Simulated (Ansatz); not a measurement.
# WSe2: the cost of one run

Computed with Ansatz 0.2.0 (DFT PBE+D3(BJ), scalar-relativistic, plane waves, PAW, unless a step's input says otherwise).

2 further runs of the same task are left out: 2 set aside as unsound or not needed.

### 1 The system as given

Symmetry: P6_3/mmc, No. 194, hexagonal system. The conventional cell has a = 3.279 Å, b = 3.279 Å, c = 12.789 Å, α = 90.00°, β = 90.00°, γ = 120.00°. Around W (site symmetry -6m2) lie 6 Se at 2.53 Å. Around Se (site symmetry 3m) lie 3 W at 2.53 Å.

Structure file:

```xyz
6
Lattice="3.2790 0.0000 0.0000 -1.6395 2.8397 0.0000 0.0000 0.0000 12.7885" Properties=species:S:1:pos:R:3 pbc="T T T"
W     0.0000    1.8931    3.1971
W     1.6395    0.9466    9.5914
Se    0.0000    1.8931    7.9070
Se    1.6395    0.9466    1.5127
Se    0.0000    1.8931   11.2758
Se    1.6395    0.9466    4.8815
```

It is the result of an earlier relaxation at this level (volume 19.85 Å³/atom; gap on the mesh: 1.00 eV).

### 2 Electronic structure at the relaxed geometry

input.yaml reads:

```yaml
crystal:
  lattice:
    - [3.2790158322, 0.0, 0.0]
    - [-1.6395079161, 2.8397110101, 0.0]
    - [0.0, 0.0, 12.7885063275]
  atoms:
    - { symbol: W, position: [0.3333333333, 0.6666666667, 0.25] }
    - { symbol: W, position: [0.6666666667, 0.3333333333, 0.75] }
    - { symbol: Se, position: [0.3333333333, 0.6666666667, 0.6182884708] }
    - { symbol: Se, position: [0.6666666667, 0.3333333333, 0.1182884708] }
    - { symbol: Se, position: [0.3333333333, 0.6666666667, 0.8817115292] }
    - { symbol: Se, position: [0.6666666667, 0.3333333333, 0.3817115292] }
basis:
  ecutwfc: 420
kpoints:
  mp_grid: { grid: [9, 9, 2] }
  band_path:
    path:
      - [[0.0, 0.0, 0.0], [0.5, 0.0, 0.0], [0.33333333, 0.33333333, 0.0], [0.0, 0.0, 0.0], [0.0, 0.0, 0.5], [0.5, 0.0, 0.5], [0.33333333, 0.33333333, 0.5], [0.0, 0.0, 0.5]]
      - [[0.5, 0.0, 0.5], [0.5, 0.0, 0.0]]
      - [[0.33333333, 0.33333333, 0.5], [0.33333333, 0.33333333, 0.0]]
    npoints: 14
hamiltonian:
  xc: pbe
  dispersion: d3bj
scf:
  occupations: { method: gaussian, width: 0.02 }
  n_extra_bands: 15
output:
  forces: true
  stress: true
  eigenvalues: true
  populations: true
  dos: { projected: true, de: 0.02, nscf_kmesh: { grid: [14, 14, 3] } }
  bader: true
```

Run with:

```sh
ansatz run input.yaml --threads 1 --pin off --max-ram 2560MiB --backend cpu --events-out ev --progress --plain --runs-dir out
```

Q: Estimate wall time and peak memory on 1 thread of Intel Xeon 6975P-C (Granite Rapids), shared host.

About 72 s, with a peak of 0.73 GiB.
